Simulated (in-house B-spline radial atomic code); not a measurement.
**Hg⁷⁹⁺: ionisation energy by several methods**

Wanted: one ionisation energy, Hg⁷⁹⁺ to configuration bare nucleus, up the ladder of functionals.

Program: in-house B-spline radial atomic code version 1. Level of theory: Dirac-Coulomb, several functionals; spherical all-electron atom at the radial basis limit. These are calculated values, not measurements, unless marked.

## (1) What is computed

| Property | Result |
| --- | --- |
| element | mercury (Z = 80) |
| charge | +79 |
| electrons | 1 |
| configuration | 1s1 |
| nucleus | Fermi, rms radius 5.465 fm |

## (2) exchange-only LDA

The run's settings:

```ini
Z = 80
electrons = 1.0
configuration = 1s1
hamiltonian = dirac
method = lda,
spin_polarised = False
nucleus = fermi
rms_radius = 5.4648
mass_number = 202
atomic_mass = 201.970643604
speed_of_light = 137.035999084
```

## (3) PBE, a GGA

The settings differ from step 2 so:

```diff
@@ -4,3 +4,3 @@
 hamiltonian = dirac
-method = lda,
+method = pbe,pbe
 spin_polarised = False
```

## (4) AM05, a GGA

The settings differ from step 3 so:

```diff
@@ -4,3 +4,3 @@
 hamiltonian = dirac
-method = pbe,pbe
+method = am05
 spin_polarised = False
```

The tabulated ionisation energy is 95898.2 ± 0.22 eV (tabulated theoretical; NIST Atomic Spectra Database). What does each method give, and which comes nearest?

The runs gave:

| method | rung | total energy (hartree) | ΔSCF (eV) | with Breit, QED, recoil (eV) | −ε highest (eV) | corrected ΔSCF less tabulated (eV) |
| --- | --- | --- | --- | --- | --- | --- |
| exchange-only LDA | LDA | -3521.0897 | 95813.7 | 95598.4 | 95205.7 (1s1/2) | -299.8 |
| PBE | GGA | -3525.2642 | 95927.3 | 95711.6 | 95306.9 (1s1/2) | -186.6 |
| AM05 | GGA | -3522.5284 | 95852.9 | 95637.5 | 95230.5 (1s1/2) | -260.7 |

What this shows: The tabulated ionisation energy is 95898.2 ± 0.22 eV (tabulated theoretical; NIST Atomic Spectra Database). PBE comes nearest (-186.6 eV) and exchange-only LDA is farthest (-299.8 eV, 0.31 %). All methods miss on the same side by much the same amount, which points to something that they share. Open shells are averaged (over orientations, and over spins where the run is restricted), while tables refer to the lowest levels.

Members of this set that are not shown: 1 used exact exchange with fractional occupations of an open shell, which is unsound here.
